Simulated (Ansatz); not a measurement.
**H5NOSSi: one species, many methods**

How much do the methods differ for H5NOSSi? The plan is to run it at one geometry with functionals of several rungs and with coupled cluster. The yardstick is the atomisation energy at the CCSD(T) limit.

Method: functionals in def2-TZVPP, the program's frozen cores in correlated methods; program: Ansatz 0.2.0, Gaussian basis.

Plan: LDA (SPW92), PBE-D4, revPBE-D4, BLYP-D4, r2SCAN-D4, B97M-V, PBE0-D4, B3LYP-D4, r2SCANh-D4, r2SCAN0-D4, HSE06-D4, BHLYP-D4, CAM-B3LYP-D4, LC-ωPBE, ωB97X-V, ωB97M-V, B2PLYP, PBE-QIDH; CCSD(T)/def2-SVP; CCSD(T)/def2-TZVPP; MP2/def2-QZVPP; extrapolation to the limit; RPA on PBE.

## (1) Structure used throughout

All runs share one geometry, relaxed beforehand with PBE0-D4 in a triple-zeta def2 set.

SMILES `N[SiH](O)S`, 9 atoms, charge 0, spin multiplicity 1.

Atoms are counted from 1 here; the program's logs count them from 0.

Bond lengths: N1–Si2 1.696 Å, N1–H5 1.007 Å, N1–H6 1.007 Å, Si2–O3 1.644 Å, Si2–S4 2.137 Å, Si2–H7 1.483 Å, O3–H8 0.959 Å, S4–H9 1.344 Å. Angles: Si2–N1–H5 120.6°, Si2–N1–H6 120.9°, H5–N1–H6 112.1°, N1–Si2–O3 112.5°, N1–Si2–S4 110.0°, N1–Si2–H7 106.9°, O3–Si2–S4 105.1°, O3–Si2–H7 110.7°, S4–Si2–H7 111.7°, Si2–O3–H8 117.6°, Si2–S4–H9 94.0°.

## (2) LDA

This LDA is Slater exchange with PW92 correlation.

File in.yaml:

```yaml
crystal:
  periodic: [false, false, false]
  atoms:
    - {symbol: N, position_ang: [-0.393010, 0.535022, -1.267667]}
    - {symbol: Si, position_ang: [0.340143, -0.084498, 0.130100]}
    - {symbol: O, position_ang: [0.626685, -1.700255, 0.026324]}
    - {symbol: S, position_ang: [-0.967405, 0.144035, 1.805214]}
    - {symbol: H, position_ang: [0.158277, 0.759381, -2.080155]}
    - {symbol: H, position_ang: [-1.339440, 0.288762, -1.507868]}
    - {symbol: H, position_ang: [1.608409, 0.661215, 0.319458]}
    - {symbol: H, position_ang: [0.997220, -2.136602, 0.795562]}
    - {symbol: H, position_ang: [-0.942379, 1.486640, 1.761832]}
basis:
  gaussian: {orbitals: def2-TZVPP}
hamiltonian: {xc: lda}
output: {orbitals: {seedname: orbitals}}
```

The run is started by

```
> ansatz run in.yaml --threads 2 --pin off --events-out ev --progress --plain --max-ram 4352MiB
```

The runs that follow: PBE-D4 (GGA); revPBE-D4 (GGA); BLYP-D4 (GGA); r2SCAN-D4 (meta-GGA); B97M-V (meta-GGA); PBE0-D4 (hybrid); B3LYP-D4 (hybrid); r2SCANh-D4 (hybrid); r2SCAN0-D4 (hybrid); HSE06-D4 (hybrid); BHLYP-D4 (hybrid); CAM-B3LYP-D4 (range-separated); LC-ωPBE (range-separated); ωB97X-V (range-separated); ωB97M-V (range-separated); B2PLYP (double hybrid); PBE-QIDH (double hybrid); CCSD(T) in def2-SVP; CCSD(T) in def2-TZVPP; MP2 in def2-QZVPP; RPA on PBE orbitals.

**Question.** What will the summary of the whole plan be? Wanted: atomisation energy, CCSD(T)/CBS; farthest beyond LDA; mean size of error, GGA; mean size of error, meta-GGA; mean size of error, hybrid; mean size of error, range-separated; mean size of error, double hybrid; gap, smallest and largest; T1 diagnostic.

The runs gave:

| quantity | value |
| --- | --- |
| atomisation energy, CCSD(T)/CBS | 750.4 kcal/mol |
| functionals within 3.8 kcal/mol (0.5 %) | B97M-V, CAM-B3LYP-D4, ωB97X-V, ωB97M-V |
| farthest beyond LDA | BHLYP-D4 (-28.0 kcal/mol) |
| mean size of error, GGA | 8.0 kcal/mol |
| mean size of error, meta-GGA | 2.8 kcal/mol |
| mean size of error, hybrid | 13.6 kcal/mol |
| mean size of error, range-separated | 4.0 kcal/mol |
| mean size of error, double hybrid | 14.3 kcal/mol |
| gap, smallest and largest | 5.55 eV (BLYP-D4), 12.83 eV (LC-ωPBE) |
| T1 diagnostic | 0.0110 |
| triples share of the correlation energy | 3.7 % |

LDA overbinds by 104.0 kcal/mol (14 %). PBE-D4 misses by +4.2 kcal/mol. Double hybrids carry the basis error of their MP2 part in triple zeta, and no dispersion term here, so their miss is partly the set-up's. Taken by rung, meta-GGA functionals do best (2.8 kcal/mol on average) and double hybrid ones worst beyond LDA (14.3 kcal/mol). The gap between the best rungs is small, so their order is not settled. Misses under about 3.8 kcal/mol are within the doubt on the reference itself, which lacks core-valence correlation, relativity and higher excitations. Hartree-Fock recovers 69 % of the binding; the rest is correlation. CCSD(T) in def2-SVP is off by -73.4 kcal/mol, more than most functionals: a good method in a small basis is no reference. The gap grows from 5.5 to 12.8 eV across the functionals, mostly with the share of exact exchange.
